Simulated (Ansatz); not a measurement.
# YBRh3: the cost of one run

Method: DFT r2SCAN, scalar-relativistic, plane waves, PAW, in Ansatz 0.2.0.

1 further run of the same task is left out (set aside as unsound or not needed).

### Step 1. The structure to begin with

The structure is cubic, space group Pm-3m (No. 221). Conventional cell: a = 4.175 Å, b = 4.175 Å, c = 4.175 Å, α = 90.00°, β = 90.00°, γ = 90.00°. Y (site symmetry m-3m) has 12 Rh at 2.95 Å in its first shell of neighbours. B (site symmetry m-3m) has 6 Rh at 2.09 Å in its first shell of neighbours. Rh (site symmetry 4/mmm) is surrounded by 2 B at 2.09 Å.

As a file:

```
Y B Rh
1.0
     4.17524    0.00000    0.00000
     0.00000    4.17524    0.00000
     0.00000    0.00000    4.17524
Y B Rh
1 1 3
Direct
  0.00000 0.00000 0.00000
  0.50000 0.50000 0.50000
  0.00000 0.50000 0.50000
  0.50000 0.00000 0.50000
  0.50000 0.50000 0.00000
```

This cell was relaxed beforehand with the same method: volume 14.56 Å³/atom, gap on the mesh none (metal).

### Step 2. Electronic structure at the relaxed geometry

Input file input.yaml:

```yaml
crystal:
  lattice:
    - [4.1752415995, 0.0, 0.0]
    - [0.0, 4.1752415995, 0.0]
    - [0.0, 0.0, 4.1752415995]
  atoms:
    - { symbol: "Y", position: [0.0, 0.0, 0.0] }
    - { symbol: B, position: [0.5, 0.5, 0.5] }
    - { symbol: Rh, position: [0.0, 0.5, 0.5] }
    - { symbol: Rh, position: [0.5, 0.0, 0.5] }
    - { symbol: Rh, position: [0.5, 0.5, 0.0] }
basis:
  ecutwfc: 500
kpoints:
  mp_grid: { grid: [8, 8, 8] }
  band_path:
    path:
      - [[0.0, 0.0, 0.0], [0.0, 0.5, 0.0], [0.5, 0.5, 0.0], [0.0, 0.0, 0.0], [0.5, 0.5, 0.5], [0.0, 0.5, 0.0]]
      - [[0.5, 0.5, 0.5], [0.5, 0.5, 0.0]]
    npoints: 14
hamiltonian:
  xc: r2scan
scf:
  occupations: { method: gaussian, width: 0.1 }
  n_extra_bands: 12
output:
  forces: true
  stress: true
  eigenvalues: true
  populations: true
  dos: { projected: true, de: 0.02, nscf_kmesh: { grid: [12, 12, 12] } }
  bader: true
  write_density: true
  write_potential: true
  elf: true
  volumetric_format: npy
```

Command:

```console
$ ansatz run input.yaml --threads 1 --pin off --max-ram 2560MiB --backend cpu --events-out ev --progress --plain --runs-dir out
```

What time and memory should one allow on 1 thread of Arm Neoverse V1, shared host?

About 86 s, with a peak of 0.56 GiB.
